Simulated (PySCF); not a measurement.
# C₅H₃BF₂: electronic excitations

Aim: predict the electronic excitations of C₅H₃BF₂ (`CC#CC#CB(F)F`).

The runs use PySCF 2.14.0, with density-fitted response routines of our own; the level of theory stands in each step. All values are computed, except where a source is named. Atoms count from 0, in the outputs and in this text.

### 1 Starting geometry

11 atoms, charge 0, multiplicity 1; geometry from: GFN2-xTB.

Bonds of the start (Å): C0–C1 1.44, C1–C2 1.21, C2–C3 1.35, C3–C4 1.22, C4–B5 1.50, B5–F6 1.32, B5–F7 1.32, C0–H8 1.09, C0–H9 1.09, C0–H10 1.09.

### 2 Ultraviolet spectrum: B3LYP/def2-SVPD

Job settings and geometry (Å):

```
{"job": {"kind": "uv", "xc": "B3LYP", "basis": "def2-SVPD", "nstates": 8, "ntriplets": 3}, "charge": 0, "multiplicity": 1}
C     -3.053338     0.029378    -0.399410
C     -1.623406     0.015407    -0.253907
C     -0.420582     0.004630    -0.131204
C      0.925096    -0.008560     0.005137
C      2.134931    -0.022402     0.126849
B      3.630294    -0.036153     0.278417
F      4.284974     0.866448     0.987109
F      4.398912    -0.950915    -0.285383
H     -3.338615     0.737522    -1.177756
H     -3.412407    -0.962620    -0.674583
H     -3.520435     0.329934     0.538687
```

Method: TDDFT B3LYP/def2-SVPD, vertical, gas phase, core orbitals frozen in the response.

Command:

```console
OMP_NUM_THREADS=1 python probes_run.py task.json out
```

The driver reads the jobs from task.json and runs them one after another.

What will the session give for the following? lowest singlet (B3LYP/def2-SVPD); brightest single state of those computed; lowest triplet; surface potential, 1st and 99th percentile. Wanted: lowest singlet; brightest single state of those computed; lowest triplet; surface potential, 1st and 99th percentile.

**Answer**, as computed:

```
                                quantity                        value
        lowest singlet (B3LYP/def2-SVPD)  3.84 eV (323 nm), f = 0.000
brightest single state of those computed  state 7, 6.80 eV, f = 1.727
                          lowest triplet                      3.40 eV
   surface potential, 1st and 99th percentile           -0.82 V and 1.40 V
```

The first singlet state (HOMO→LUMO 0.99) lies at 3.84 eV and is dark; of the 8 states computed, the strongest absorption comes from state 7 at 6.80 eV. The lowest triplet lies 0.44 eV below the lowest singlet (triplets in Tamm-Dancoff, singlets in full TDDFT). By nearest atom (B3LYP/def2-SVPD), the HOMO sits on C1, C4 about 28 % each; C2 19 % and the LUMO on B5 23 %; C1, C3, C4 about 19 % each.
